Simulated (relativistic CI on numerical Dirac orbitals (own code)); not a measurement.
**Yb LX (Yb⁵⁹⁺): levels and lines**

Aim: the low levels of Yb⁵⁹⁺, their labels and the strongest lines; runs with one setting changed show what the result hangs on.

The numbers are computed with relativistic CI on numerical Dirac orbitals (own code) version 2 (Dirac-Coulomb-Breit CI, KLI orbitals optimised for each configuration, model QED (radiative potential, 1s self-energy scaled to tabulated hydrogen-like ionisation energies)), except any that are marked as measured or tabulated.

## Step 1: Starting point

| Property | Result |
| --- | --- |
| ion | Yb⁵⁹⁺ (Yb LX) |
| nuclear charge | 70 |
| electrons | 11 |
| isotope | A = 174 |
| first configuration typed | [Ne] 3s |

Outer shells as boxes (Hund's rule):

first configuration typed
```
[Ne] core
3s [↑ ]
```

## Step 2: The main run

Settings of the run:

```ini
atom Yb  Z=70  charge=59  electrons=11
nucleus A=174  rms_radius_fm=5.3108
hamiltonian dirac-coulomb  breit=on  qed=on  c_scale=1
orbitals kli  potential=per-configuration
slater_scale 1
correlation none
mixing on
configurations
  [Ne] 3s
  [Ne] 3p
  [Ne] 3d
  [Ne] 4s
  [Ne] 4p
  [Ne] 4d
  [Ne] 4f
  [Ne] 5s
  [Ne] 5p
  [Ne] 5d
  [Ne] 5f
  [Ne] 5g
  [Ne] 6s
  [Ne] 6p
  [Ne] 6d
  [Ne] 7s
  [Ne] 7p
end
```

## Step 3: Correlation estimate p86

Settings: those of step 2 with these lines changed.

```diff
@@ -5,3 +5,3 @@
 slater_scale 1
-correlation none
+correlation p86
 mixing on
```

## Step 4: Without configuration mixing

Settings: those of step 3 with these lines changed.

```diff
@@ -5,4 +5,4 @@
 slater_scale 1
-correlation p86
-mixing on
+correlation none
+mixing off
 configurations
```

## Step 5: Without the Breit term

Settings: those of step 4 with these lines changed.

```diff
@@ -2,3 +2,3 @@
 nucleus A=174  rms_radius_fm=5.3108
-hamiltonian dirac-coulomb  breit=on  qed=on  c_scale=1
+hamiltonian dirac-coulomb  breit=off  qed=on  c_scale=1
 orbitals kli  potential=per-configuration
@@ -6,3 +6,3 @@
 correlation none
-mixing off
+mixing on
 configurations
```

(Steps that only read results are left out.)

Before running it: what results should come out? Wanted: lowest level; first excitation; lowest level of the other parity; fastest E1 line; ionisation energy.

As calculated:

| run | time | mean size of shift, levels followed (cm⁻¹) | lowest level | ionisation energy (eV) |
| --- | --- | --- | --- | --- |
| main run | 0.64 s | 0 | 3s 2S1/2 | 6235.4 |
| correlation estimate p86 | 0.64 s | 1183 | 3s 2S1/2 | 6236.3 |
| without configuration mixing | 0.63 s | 295 | 3s 2S1/2 | - |
| without the Breit term | 0.28 s | 25088 | 3s 2S1/2 | 6240.5 |

The tabulated theoretical ionisation energy (NIST) is 6236 eV.

| quantity | value |
| --- | --- |
| lowest level | 3s 2S1/2 |
| first excitation | 3p 2P°1/2, 146.60 eV |
| lowest level of the other parity | 3p 2P°1/2, 146.60 eV |
| levels in the model | 29 |
| fastest E1 line (by rate) to the lowest level | 0.4106 nm, from 4p 2P°3/2 |
| ionisation energy | 6235.4 eV |
| ionisation energy, tabulated theoretical (NIST) | 6236 eV |

**Reading.** The lowest level is 3s 2S1/2, 100 % pure in LS and 100 % in jj coupling; over the low levels the means are 100 and 100 %, so both schemes do about equally well. The ionisation energy agrees with the tabulated theoretical value within its uncertainty of 7 eV. The largest mover is «without the Breit term» (25088 cm⁻¹ on average). Lifetimes count radiative decay inside the model alone.
